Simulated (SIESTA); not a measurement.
## Ba2Tl5V3O12 under changes of volume

One of the cells (23.648 Å³/atom); the others are scaled copies at fixed shape and fractional positions:

```
Ba V Tl O
1.0
     6.69678    0.04979    0.02030
     2.87965    8.42004    0.00387
     2.70056    2.48571    9.25659
Ba V Tl O
2 3 5 12
Direct
  0.80419 0.04665 0.02264
  0.21205 0.95157 0.34012
  0.74540 0.70796 0.33582
  0.25963 0.26599 0.03225
  0.04074 0.07695 0.66106
  0.25636 0.39847 0.35003
  0.58966 0.34866 0.60553
  0.57327 0.88069 0.66842
  0.74552 0.49664 0.11648
  0.11891 0.64206 0.74303
  0.28433 0.09717 0.54175
  0.85350 0.49575 0.34386
  0.40255 0.20448 0.17282
  0.88414 0.05377 0.55967
  0.14017 0.47956 0.98899
  0.54627 0.73631 0.48712
  0.90594 0.24279 0.73262
  0.61543 0.80058 0.18857
  0.05538 0.16451 0.10164
  0.08209 0.90404 0.80708
  0.44178 0.20123 0.89187
  0.94269 0.80417 0.30862
```

The cell was built by a generator and needn't be a form met in nature.

```yaml
Program: SIESTA 5.4.2
Functional: PBE
Potentials_or_basis: PseudoDojo 0.4 standard (PBE files)
Basis: DZP (energy shift 0.003 Ry; two zetas on semicore shells; d shell added on Ba)
Grid_cutoff: 800 Ry
Energy_shift: 0.003 Ry
k_mesh: 5 × 4 × 3
Occupations: fermi-dirac, width 0.05 eV
Spin: collinear spin, ferromagnetic start
Starting_moments: "[0.0, 0.0, 2.0, 2.0, 2.0, 0.0, 0.0, 0.0, 0.0, 0.0, 0.0, 0.0, 0.0, 0.0, 0.0, 0.0, 0.0, 0.0, 0.0, 0.0, 0.0, 0.0] μB"
```

```tsv
volume (Å³/atom)	energy over the lowest point (meV/atom)	pressure (GPa)	gap on the mesh (eV)	largest force (eV/Å)
21.793	31.30	6.2	2.85	1.791
22.256	16.16	4.3	2.85	1.284
22.720	6.23	2.6	2.86	0.812
23.648	0.00	-0.3	2.85	0.142
24.111	?	?	?	?
24.575	9.05	-2.7	2.84	0.777
```

Problem. What does the run at 24.111 Å³/atom give?

Solution. Energy over the lowest point 2.81 meV/atom; pressure -1.6 GPa; gap on the mesh 2.85 eV; largest force 0.434 eV/Å.

Worked out: A Birch-Murnaghan fit of order 3 (a polynomial in V^(-2/3)) to the other rows has its minimum at 23.53 Å³/atom with B0 = V·E''(V) = 68 GPa and B' = 4.3 at fixed shape and positions, which overstates the stiffness. It gives 2.81 meV/atom at 24.111 Å³/atom, against the run's 2.81, and -dE/dV = -1.6 GPa, against -1.6. A parabola through the other rows of the gap, of slope -0.328 eV per unit of ln V there, gives 2.85 eV, against the run's 2.85.

Energies are extrapolated to zero smearing.

Caveats: this set's barium file shifts pressures by up to 1 GPa against other sets; spin-orbit coupling is left out, which as a rule narrows the gap of such compounds by several tenths of an eV; an odd mesh through Γ misses points on the zone boundary, where band edges often lie; the basis of atomic orbitals isn't converged, which shifts pressures, moduli and gaps; forces of over 1 eV/Å show positions far from the minimum, so gaps and moduli don't describe the material at rest (some runs).
